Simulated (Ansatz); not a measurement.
# Cd: biaxial strain in the a-b plane

Aim: apply biaxial strain in the a-b plane to Cd from -6 to +6 %, where the length and tilt of c and the atoms relax, and follow energy, stress and any gap.

Computed with Ansatz 0.2.0 (DFT PBEsol, scalar-relativistic, plane waves, PAW, unless a step's input says otherwise).

1 further run of the same task is left out (set aside as unsound or not needed).

### Step 1. The system as given

Symmetry: P6_3/mmc, No. 194, hexagonal system. The conventional cell has a = 2.944 Å, b = 2.944 Å, c = 5.610 Å, α = 90.00°, β = 90.00°, γ = 120.00°. Cd (site symmetry -6m2) has 12 Cd at 2.94 to 3.28 Å in its first shell of neighbours.

As a file:

```cif
data_structure
_symmetry_space_group_name_H-M 'P 1'
_symmetry_Int_Tables_number 1
_cell_length_a 2.9442
_cell_length_b 2.9442
_cell_length_c 5.6103
_cell_angle_alpha 90.000
_cell_angle_beta 90.000
_cell_angle_gamma 120.000
_cell_volume 42.12
loop_
_atom_site_label
_atom_site_type_symbol
_atom_site_fract_x
_atom_site_fract_y
_atom_site_fract_z
_atom_site_occupancy
Cd1 Cd 0.33333 0.66667 0.25000 1
Cd2 Cd 0.66667 0.33333 0.75000 1
```

It is the result of an earlier relaxation at this level (volume 21.06 Å³/atom; gap on the mesh: none (metal)).

### Step 2. Reference cell for the strains

input.yaml

```yaml
crystal:
  lattice:
    - [2.944213466, 0.0, 0.0]
    - [-1.472106733, 2.5497636557, 0.0]
    - [0.0, 0.0, 5.6103138558]
  atoms:
    - { symbol: Cd, position: [0.3333333333, 0.6666666667, 0.25] }
    - { symbol: Cd, position: [0.6666666667, 0.3333333333, 0.75] }
basis:
  ecutwfc: 420
kpoints:
  mp_grid: { grid: [24, 24, 10] }
hamiltonian:
  xc: pbesol
scf:
  occupations: { method: gaussian, width: 0.1 }
output:
  forces: true
  stress: true
  eigenvalues: true
```

On the command line:

```console
$ ansatz run input.yaml --threads 1 --pin off --max-ram 2560MiB --backend cpu --events-out ev --progress --plain --runs-dir out
```

Further runs follow: At -2.0 %; strain +2.0 %; the cell strained by -4.0 %; At +4.0 %; the cell strained by -6.0 %; the cell strained by +6.0 %.

Before running it: what results should come out?

**Answer**, as computed:

| quantity | value |
| --- | --- |
| largest energy cost | 96.4 meV/atom at -6.0 % |

**Reading.** The stress does not run one way along the series, so the crystal is soft here and the free axes or atoms switch branch. One stiffness does not describe the range: the innermost pair gives (1/V) d²E/dε² = 294 GPa and a cubic fit over all points 238 GPa. Compression by 6 % costs 96.4 meV/atom and stretching 18.0. On this cell's mesh the unstrained reference holds a stress of up to 0.25 GPa.
